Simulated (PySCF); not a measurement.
The system is C2BrH5, in a box.

```
C Br H
1.0
    13.00000    0.00000    0.00000
     0.00000   12.00000    0.00000
     0.00000    0.00000   12.00000
C Br H
2 1 5
Direct
  0.44537 0.55305 0.47915
  0.49707 0.45061 0.52509
  0.63180 0.48526 0.58758
  0.37020 0.53024 0.44494
  0.49090 0.59057 0.41265
  0.43354 0.61548 0.54396
  0.51136 0.38802 0.46134
  0.45384 0.41299 0.59301
```

Base run:

```yaml
Program: PySCF 2.14.0
Functional: MN15-L
Dispersion: D3
Potentials_or_basis: 6-31g* (all-electron)
k_mesh: 1 × 1 × 1
Occupations: fixed
Spin: no spin polarisation
```

Its results: gap between the frontier levels 6.83 eV.

Task: The run is repeated on the same cell with these changes: functional from MN15-L to N12. What comes out?

Result: Gap between the frontier levels 5.74 eV.

Caveats: this is a molecule in a periodic box at the Γ point, so its band gap is the HOMO-LUMO gap; relativity is left out, which matters for the heavier elements; the basis of atomic orbitals isn't converged, which shifts pressures, moduli and gaps.

